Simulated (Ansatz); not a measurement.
# C2H5FN2Si: a ladder of functionals and wavefunction methods

One table from this session's results is given with a row withheld; the runs are named, their logs left out.

Computed with Ansatz 0.2.0, Gaussian basis. Level: functionals in def2-TZVPP, the program's frozen cores in correlated methods.

Plan: PBE-D4, r2SCAN-D4, PBE0-D4, B3LYP-D4, ωB97X-V, ωB97M-V, B2PLYP; CCSD(T)/def2-TZVPP; MP2/def2-QZVPP; extrapolation to the limit.

## The geometry

The geometry comes from an earlier relaxation with PBE0-D4 in a triple-zeta def2 set; it is a stationary point, not always the lowest conformer.

SMILES `CN1C=N[SiH]1F`, 11 atoms, charge 0, spin multiplicity 1.

Atoms are counted from 1 here; the program's logs count them from 0.

Bond lengths: C1–N2 1.438 Å, C1–H7 1.093 Å, C1–H8 1.096 Å, C1–H9 1.091 Å, N2–C3 1.386 Å, N2–Si5 1.759 Å, C3–N4 1.299 Å, C3–H10 1.095 Å, N4–Si5 1.744 Å, Si5–F6 1.584 Å, Si5–H11 1.475 Å. Angles: N2–C1–H7 109.8°, N2–C1–H8 113.1°, N2–C1–H9 109.9°, H7–C1–H8 108.0°, H7–C1–H9 107.6°, H8–C1–H9 108.3°, C1–N2–C3 126.3°, C1–N2–Si5 144.9°, C3–N2–Si5 81.4°, N2–C3–N4 113.6°, N2–C3–H10 120.6°, N4–C3–H10 125.8°, C3–N4–Si5 84.4°, N2–Si5–N4 79.8°, N2–Si5–F6 115.7°, N2–Si5–H11 115.4°, N4–Si5–F6 119.9°, N4–Si5–H11 117.6° and more.

Set-up of the first run:

File in.yaml:

```yaml
crystal:
  periodic: [false, false, false]
  atoms:
    - {symbol: C, position_ang: [-0.305863, -0.697700, 1.367646]}
    - {symbol: N, position_ang: [0.030830, 0.129401, 0.240490]}
    - {symbol: C, position_ang: [1.263767, 0.195603, -0.389923]}
    - {symbol: N, position_ang: [1.220809, 0.765200, -1.556120]}
    - {symbol: Si, position_ang: [-0.507922, 0.708997, -1.330161]}
    - {symbol: F, position_ang: [-1.346967, 2.052448, -1.315738]}
    - {symbol: H, position_ang: [0.549544, -0.765814, 2.044741]}
    - {symbol: H, position_ang: [-0.594721, -1.715621, 1.082281]}
    - {symbol: H, position_ang: [-1.131670, -0.250711, 1.923215]}
    - {symbol: H, position_ang: [2.158653, -0.215557, 0.089416]}
    - {symbol: H, position_ang: [-1.270960, -0.263346, -2.135249]}
basis:
  gaussian: {orbitals: def2-TZVPP}
hamiltonian: {xc: pbe, dispersion: d4}
output: {forces: true, orbitals: {seedname: orbitals}}
```

Started as:

```bash
$ ansatz run in.yaml --threads 4 --pin off --events-out ev --progress --plain --max-ram 10444MiB
```

Steps of the session up to this table: PBE-D4 (GGA); r2SCAN-D4 (meta-GGA); PBE0-D4 (hybrid); B3LYP-D4 (hybrid); ωB97X-V (range-separated); ωB97M-V (range-separated); B2PLYP (double hybrid); CCSD(T) in def2-TZVPP; MP2 in def2-QZVPP.

One table of the session follows, with a row left open; its other results are not shown here.

```
            method  atomisation energy (eV)
            PBE-D4                   47.347
         r2SCAN-D4                   45.911
           PBE0-D4                        ?
          B3LYP-D4                   45.963
           ωB97X-V                   46.182
           ωB97M-V                   46.138
            B2PLYP                   45.493
     HF/def2-TZVPP                   31.616
    MP2/def2-TZVPP                   45.605
   CCSD/def2-TZVPP                   43.484
CCSD(T)/def2-TZVPP                   44.378
           MP2/CBS                   47.083
       CCSD(T)/CBS                   45.856
```

Estimate the missing values for PBE0-D4.

The run gave: atomisation energy (eV): 46.099. In the column «atomisation energy (eV)» it lies between B3LYP-D4 (45.963) and ωB97M-V (46.138).
